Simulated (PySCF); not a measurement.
# ClGeH: the cost of one run

Computed with PySCF 2.14.0. Level: levels as typed in each script, gas phase, geometry from GFN2-xTB.

## (1) The system as given

3 atoms, charge 0, spin multiplicity 3.

Bond lengths: Cl1–Ge2 2.171 Å, Ge2–H3 1.615 Å. Angles: Cl1–Ge2–H3 108.9°.

As a file:

```xyz
3
ClGeH
Cl   -1.44373   -0.02278    0.00000
Ge    0.72618    0.05741    0.00000
H     1.30574   -1.44989    0.00000
```

## (2) Density, bond paths and surface potential (wB97X/def2-tzvp)

The input, input.py:

```python
import numpy as np
from pyscf import gto, scf, dft
from pyscf.scf import atom_ks, atom_hf
from scipy.linalg import block_diag

def solve(mol, dm0=None, hcore=None):
    mf = (dft.UKS if mol.spin else dft.RKS)(mol, xc='wb97x')
    mf.grids.level = 3
    mf = mf.density_fit(auxbasis='def2-universal-jkfit')
    mf.conv_tol, mf.max_cycle = 1e-8, 80
    if hcore is not None:
        mf.get_hcore = lambda *args: hcore
    mf.kernel(dm0)
    if not mf.converged:
        mf = mf.newton().run(mf.mo_coeff, mf.mo_occ, max_cycle=30)
    assert mf.converged, 'SCF not converged'
    return mf

mol = gto.M(atom='''
Cl    -1.44373    -0.02278     0.00000
Ge     0.72618     0.05741     0.00000
H      1.30574    -1.44989     0.00000
''', basis='def2-tzvp', charge=0, spin=2, verbose=4)
mf = solve(mol)
mf.analyze()
# spherically averaged free atoms, for the promolecule
atm = atom_ks.get_atm_nrks(mol, xc='wb97x')
pro = block_diag(*[(atm[a[0]][2] * atm[a[0]][3]) @ atm[a[0]][2].T for a in mol._atom])
np.savez('result.npz', e=mf.e_tot, c=mf.mo_coeff, occ=mf.mo_occ, eps=mf.mo_energy, pro=pro, dip=mf.dip_moment(verbose=0), s2=mf.spin_square()[0])
```

Launch:

```
$ OMP_NUM_THREADS=1 python input.py
```

What time and memory should one allow on 1 thread of Arm Neoverse V1, shared host?

About 15 s, with a peak of 0.34 GiB.
